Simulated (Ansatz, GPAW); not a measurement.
# RbZnCl3 with GLLB-SC from a Python script

These are simulated results from GPAW 26.7.0, not measurements. The cell was built from a prototype and was relaxed with r2SCAN in plane waves (Ansatz 0.2.0). It may be hypothetical. All runs are without spin polarisation.

The symmetry is Pm-3m (No. 221, cubic); a = 4.938 Å in the conventional setting, 24.08 Å³ an atom. Rb has 12 Cl at 3.49 Å; Zn has 6 Cl at 2.47 Å; Cl has 2 Zn at 2.47 Å and 4 Rb at 3.49 Å.

GLLB-SC is a model potential. Its fundamental gap is the Kohn-Sham gap plus a derivative discontinuity, which the script evaluates at the band edges among the listed k points. Its total energy isn't variational and serves nothing here.

run.py reads:

```python
import json
from ase import Atoms
from gpaw import GPAW, PW, FermiDirac

atoms = Atoms(['Rb', 'Zn', 'Cl', 'Cl', 'Cl'],
              cell=[[4.93806779, 0.0, 0.0], [0.0, 4.93806779, 0.0], [0.0, 0.0, 4.93806779]],
              scaled_positions=[[0.0, 0.0, 0.0], [0.5, 0.5, 0.5], [0.5, 0.5, 0.0], [0.5, 0.0, 0.5], [0.0, 0.5, 0.5]],
              pbc=True)
calc = GPAW(mode=PW(400), xc='GLLBSC', kpts={'size': (4, 4, 4), 'gamma': True},
            occupations=FermiDirac(0.02), maxiter=100, legacy_gpaw=True, txt='gpaw.txt')
atoms.calc = calc
res = {'energy': atoms.get_potential_energy(force_consistent=True)}
res['electrons'] = calc.get_number_of_electrons()
res['k'] = calc.get_ibz_k_points().tolist()
res['levels'] = [calc.get_eigenvalues(kpt=i).tolist() for i in range(len(res['k']))]
points = [[0.0, 0.0, 0.0], [0.0, 0.5, 0.0], [0.5, 0.5, 0.0], [0.5, 0.5, 0.5]]
bands = calc.fixed_density(kpts=points, symmetry='off', nbands=round(res['electrons']) // 2 + 6, convergence={'bands': -2}, txt='bands.txt')
res['points'] = [bands.get_eigenvalues(kpt=i).tolist() for i in range(len(points))]
homo, lumo = bands.get_homo_lumo()
potential = calc.hamiltonian.xc.response.calculate_discontinuity_potential(homo, lumo)
res['discontinuity'] = bands.hamiltonian.xc.response.calculate_discontinuity(potential)
json.dump(res, open('results.json', 'w'))
print('free energy (eV):', round(res['energy'], 5))
```

Command: `python run.py`. It took 26 s on 1 thread of Arm Neoverse V2, with other jobs on the host, peak memory 0.2 GiB.

The log gpaw.txt, trimmed of paths, versions and times, then the last line on the terminal. An iter line gives the energy in eV and the logarithms of the changes of orbitals (plane waves alone) and density (c: converged):

```
___ ___ ___ _ _ _
 |   |   |_  | | | |

 | | | | | . | | | |

 |__ |  _|___|_____|  26.7.0
 |___|_|

Input parameters:
  kpts: {gamma: True,
         size: (4, 4, 4)}
  maxiter: 100
  mode: {ecut: 400.0,
         name: pw}
  occupations: {fixmagmom: False,
                name: fermi-dirac,
                width: 0.02}
  xc: GLLBSC

System changes: positions, numbers, cell, pbc, initial_charges, initial_magmoms

Initialize ...

species:
  Rb:
    name:    Rubidium
    Z:       37.0
    valence: 9
    core:    28
    charge:  0.0  # [|e|]
    compensation charges:
      type: gauss
      rc: 0.38  # [Å]
      lmax: 2
    cutoffs:
      filter: 2.43  # [Å]
      core: 1.99  # [Å]
    projectors
    | kind |    occ | energy [eV] | rcut [Å] |

    |------|--------|-------------|----------|

    |   4s |  2.000 |     -31.799 |    1.376 |

    |   5s |  1.000 |      -3.005 |    1.376 |

    |   4p |  6.000 |     -15.869 |    1.270 |

    |    p |        |      11.343 |    1.270 |

    |    d |        |       0.000 |    1.217 |

    Using partial waves for Rb as LCAO basis

  Zn:
    name:    Zinc
    Z:       30.0
    valence: 12
    core:    18
    charge:  0.0  # [|e|]
    compensation charges:
      type: gauss
      rc: 0.37  # [Å]
      lmax: 2
    cutoffs:
      filter: 2.14  # [Å]
      core: 2.23  # [Å]
    projectors
    | kind |    occ | energy [eV] | rcut [Å] |

    |------|--------|-------------|----------|

    |   4s |  2.000 |      -8.797 |    1.286 |

    |   4p |  0.000 |      -3.452 |    1.270 |

    |   3d | 10.000 |     -13.837 |    1.180 |

    |    s |        |      18.415 |    1.286 |

    |    p |        |      23.759 |    1.270 |

    |    d |        |      13.374 |    1.180 |

    Using partial waves for Zn as LCAO basis

  Cl:
    name:    Chlorine
    Z:       17.0
    valence: 7
    core:    10
    charge:  0.0  # [|e|]
    compensation charges:
      type: gauss
      rc: 0.25  # [Å]
      lmax: 2
    cutoffs:
      filter: 1.40  # [Å]
      core: 1.49  # [Å]
    projectors
    | kind |    occ | energy [eV] | rcut [Å] |

    |------|--------|-------------|----------|

    |   3s |  2.000 |     -24.525 |    0.794 |

    |   3p |  5.000 |     -12.463 |    0.794 |

    |    s |        |       2.686 |    0.794 |

    |    p |        |      14.748 |    0.794 |

    |    d |        |       0.000 |    0.794 |

    Using partial waves for Cl as LCAO basis

Reference energy: -167481.254790  # eV

Spin-paired calculation

Convergence criteria:
 Maximum [total energy] change in last 3 cyles: 0.0005 eV / valence electron
 Maximum integral of absolute [dens]ity change: 0.0001 electrons / valence electron
 Maximum integral of absolute [eigenst]ate change: 4e-08 eV^2 / valence electron
 Maximum number of scf [iter]ations: 100
 (Square brackets indicate name in SCF output, whereas a 'c' in
 the SCF output indicates the quantity has converged.)

Symmetries present (total): 48

  ( 1  0  0)  ( 1  0  0)  ( 1  0  0)  ( 1  0  0)  ( 1  0  0)  ( 1  0  0)
  ( 0  1  0)  ( 0  1  0)  ( 0  0  1)  ( 0  0  1)  ( 0  0 -1)  ( 0  0 -1)
  ( 0  0  1)  ( 0  0 -1)  ( 0  1  0)  ( 0 -1  0)  ( 0  1  0)  ( 0 -1  0)

  ( 1  0  0)  ( 1  0  0)  ( 0  1  0)  ( 0  1  0)  ( 0  1  0)  ( 0  1  0)
[... 24 lines left out ...]
  ( 0  0  1)  ( 0  0  1)  ( 0  0 -1)  ( 0  0 -1)  ( 0 -1  0)  ( 0 -1  0)
  ( 0  1  0)  ( 0 -1  0)  ( 0  1  0)  ( 0 -1  0)  ( 0  0  1)  ( 0  0 -1)

64 k-points: 4 x 4 x 4 Monkhorst-Pack grid + [1/8,1/8,1/8]
10 k-points in the irreducible part of the Brillouin zone
       k-points in crystal coordinates                weights
   0:     0.00000000    0.00000000    0.00000000          1/64
   1:     0.25000000    0.00000000    0.00000000          6/64
   2:     0.25000000    0.25000000    0.00000000         12/64
   3:     0.25000000    0.25000000    0.25000000          8/64
   4:     0.50000000    0.00000000    0.00000000          3/64
   5:     0.50000000    0.25000000    0.00000000         12/64
   6:     0.50000000    0.25000000    0.25000000         12/64
   7:     0.50000000    0.50000000    0.00000000          3/64
   8:     0.50000000    0.50000000    0.25000000          6/64
   9:     0.50000000    0.50000000    0.50000000          1/64

Wave functions: Plane wave expansion
  Cutoff energy: 400.000 eV
  Number of coefficients (min, max): 2109, 2272
  Pulay-stress correction: 0.000000 eV/Ang^3 (de/decut=0.000000)
  Using FFTW library
  ScaLapack parameters: grid=1x1, blocksize=None
  Wavefunction extrapolation:
    Improved wavefunction reuse through dual PAW basis

Occupation numbers: Fermi-Dirac:
  width: 0.0200  # eV

Eigensolver
   Davidson(niter=2)

Densities:
  Coarse grid: 24*24*24 grid
  Fine grid: 48*48*48 grid
  Total Charge: 0.000000

Density mixing:
  Method: separate
  Backend: msr1
  Linear mixing parameter: 0.05
  old densities: 10
  Width of damping distribution: 1.1
  Damping of long wavelength oscillations: 20

Hamiltonian:
  XC and Coulomb potentials evaluated on a 48*48*48 grid
  Using the GLLBSC Exchange-Correlation functional
  External potential:
    NoExternalPotential

XC parameters: GLLBSC functional being used consists of
  -----------------------------------------------------------------------
  | Weight | Module     | Description                                   |

  -----------------------------------------------------------------------
  |  1.000 | SCREENING  | GGA_X_PBE_SOL with 2 nearest neighbor stencil |

  |  1.000 | RESPONSE   | eps=0.0500 eV                                 |

  |  1.000 | XC         | GGA_C_PBE_SOL with 2 nearest neighbor stencil |

  -----------------------------------------------------------------------

Memory estimate:
  Process memory now: 115.84 MiB
  Calculator: 25.75 MiB
    Density: 8.35 MiB
      Arrays: 2.74 MiB
      Localized functions: 3.49 MiB
      Mixer: 2.11 MiB
    Hamiltonian: 1.89 MiB
      Arrays: 1.79 MiB
      XC: 0.00 MiB
      Poisson: 0.00 MiB
      vbar: 0.09 MiB
    Wavefunctions: 15.52 MiB
      Arrays psit_nG: 9.01 MiB
      Eigensolver: 1.18 MiB
      Projections: 0.28 MiB
      Projectors: 4.17 MiB
      PW-descriptor: 0.87 MiB

Total number of cores used: 1

Number of atoms: 5
Number of atomic orbitals: 26
Number of bands in calculation: 26
Number of valence electrons: 42
Bands to converge: occupied

... initialized

Initializing position-dependent things.

Density initialized from atomic densities
Creating initial wave functions:
  26 bands from LCAO basis set

    .-----------.
   /|           |

  / |           |

 *  |           |

 |  |           |

 | Cl    Zn     |

 |  .--Cl-------.
 | /     Cl    /
 |/           /
 Rb----------*
Positions:
   0 Rb     0.000000    0.000000    0.000000    ( 0.0000,  0.0000,  0.0000)
   1 Zn     2.469034    2.469034    2.469034    ( 0.0000,  0.0000,  0.0000)
   2 Cl     2.469034    2.469034    0.000000    ( 0.0000,  0.0000,  0.0000)
   3 Cl     2.469034    0.000000    2.469034    ( 0.0000,  0.0000,  0.0000)
   4 Cl     0.000000    2.469034    2.469034    ( 0.0000,  0.0000,  0.0000)

Unit cell:
           periodic     x           y           z      points  spacing
  1. axis:    yes    4.938068    0.000000    0.000000    24     0.2058
  2. axis:    yes    0.000000    4.938068    0.000000    24     0.2058
  3. axis:    yes    0.000000    0.000000    4.938068    24     0.2058

  Lengths:   4.938068   4.938068   4.938068
  Angles:   90.000000  90.000000  90.000000

Effective grid spacing dv^(1/3) = 0.2058

iter:   1   -17.913708
iter:   2   -17.222334   -1.03  -1.27
iter:   3   -32.913413   +0.16  -1.25
iter:   4   -16.143803   +0.25  -1.17
iter:   5   -16.079486   -1.30  -1.23
iter:   6   -15.482023   -2.04  -1.42
iter:   7   -15.476006   -2.48  -1.32
iter:   8   -15.232717   -2.58  -1.51
iter:   9   -15.288796   -2.40  -1.62
iter:  10   -15.376042   -3.12  -2.09
iter:  11   -15.403814   -3.95  -3.01
iter:  12   -15.406554   -4.36  -3.19
iter:  13   -15.402653c  -5.23  -3.40
iter:  14   -15.403662c  -6.11  -3.97
iter:  15   -15.404102c  -6.54  -4.08c
iter:  16   -15.403249c  -7.44c -4.47c

Converged after 16 iterations.

Energy contributions relative to reference atoms: (reference = -167481.254790)

Kinetic:        +70.908559
Potential:      -63.283858
External:        +0.000000
XC:             -23.081084
Entropy (-ST):   -0.000000
Local:           +0.053133
SIC:             +0.000000
--------------------------
Free energy:    -15.403249
Extrapolated:   -15.403249

GLLBSC response reference energy: -0.66851 eV (from HOMO)

Showing only first 2 kpts
 Kpt  Band  Eigenvalues  Occupancy
  0    19     -1.04827    2.00000
  0    20     -1.04827    2.00000
  0    21      1.47652    0.00000
  0    22      6.48738    0.00000

  1    19     -1.16871    2.00000
  1    20     -1.16871    2.00000
  1    21      2.67679    0.00000
  1    22      7.24994    0.00000

Fermi level: 1.02190

Gap: 2.146 eV
Transition (v -> c):
  (s=0, k=9, n=20, [0.50, 0.50, 0.50]) -> (s=0, k=0, n=21, [0.00, 0.00, 0.00])
Direct/indirect transitions are different
Direct gap: 2.525 eV
Transition at: (s=0, k=0, n=20, [0.00, 0.00, 0.00])

free energy (eV): -15.40325
```

The gap in the log is over the mesh alone; results.json adds the listed points. GLLB-SC gives a gap of 3.09 eV (2.146 eV Kohn-Sham over the listed points plus 0.948 eV discontinuity). On the same cell, plane-wave PBE (Ansatz, 6×6×6 k points and the special points) gives a gap of 1.54 eV and r2SCAN a gap of 2.19 eV; on shared hosts these took about 5.2 and 14 core-seconds on the 5-atom cell, against 26 for the script. Semilocal gaps usually lie below measured ones.

Spin-orbit coupling is left out.
